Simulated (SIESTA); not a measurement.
NiMoIrPdW:

```xyz
5
Lattice="4.1467 0.0000 0.0000 -2.0734 3.5911 0.0000 0.0000 0.0000 5.4163" Properties=species:S:1:pos:R:3 pbc="T T T"
Ni    0.0000    0.0000    0.1203
Mo    2.0734    1.1970    2.4913
Pd    0.0000    2.3941    4.0406
Ir    0.0000    2.3941    1.3888
W     2.0734    1.1970    5.4155
```

The cell was built by a generator and needn't be a form met in nature.

| Property | Result |
| --- | --- |
| Program | SIESTA 5.4.2 |
| Task | relaxation of cell and atoms |
| Functional | LDA |
| Potentials or basis | PseudoDojo 0.4 standard (LDA files) |
| Basis | DZP (energy shift 0.003 Ry; two zetas on semicore shells) |
| Grid cutoff | 800 Ry |
| Energy shift | 0.003 Ry |
| k mesh | 5 × 5 × 4 |
| Occupations | fermi-dirac, width 0.05 eV |
| Spin | collinear spin, ferromagnetic start |
| Starting moments | [1.0, 1.0, 0.0, 0.6, 0.0] μB |

At the start: pressure -10.0 GPa; volume 16.13 Å³/atom.

Question: How do energy, volume and symmetry change on relaxing?

Answer: Over 10 steps the energy falls by 25.7 meV/atom and the volume is 15.37 Å³/atom (-4.7 %); space group P3m1 (No. 156, to 0.05 Å); moment 0.00 μB per cell.

The path:
| step | energy change (eV) | largest force (eV/Å) | pressure (GPa) | volume (Å³) |
| --- | --- | --- | --- | --- |
| 1 | 0.0000 | 0.1259 | -9.98 | 80.66 |
| 2 | -0.0556 | 0.2186 | -7.34 | 79.66 |
| 3 | -0.1226 | 0.2376 | -0.42 | 77.26 |
| 4 | -0.1246 | 0.0985 | -0.48 | 77.18 |
| 5 | -0.1252 | 0.0992 | -0.02 | 77.02 |
| 6 | -0.1267 | 0.0662 | -1.01 | 77.29 |
| 7 | -0.1286 | 0.0533 | -0.17 | 77.00 |
| 8 | -0.1281 | 0.0231 | -0.18 | 76.90 |
| 9 | -0.1282 | 0.0099 | 0.11 | 76.81 |
| 10 | -0.1284 | 0.0062 | 0.07 | 76.83 |

Final structure:
```
CELL_PARAMETERS angstrom
4.08013 0.00000 0.00000
-2.04007 3.53350 0.00000
0.00000 0.00000 5.32915
ATOMIC_POSITIONS crystal
Ni 0.00000 0.00000 0.00553
Mo 0.66667 0.33333 0.47446
Pd 0.33333 0.66667 0.74669
Ir 0.33333 0.66667 0.25603
W 0.66667 0.33333 0.00142
```

Caveat: short orbitals over semicore shells can move pressures by several GPa; the basis of atomic orbitals isn't converged, which shifts pressures, moduli and gaps.
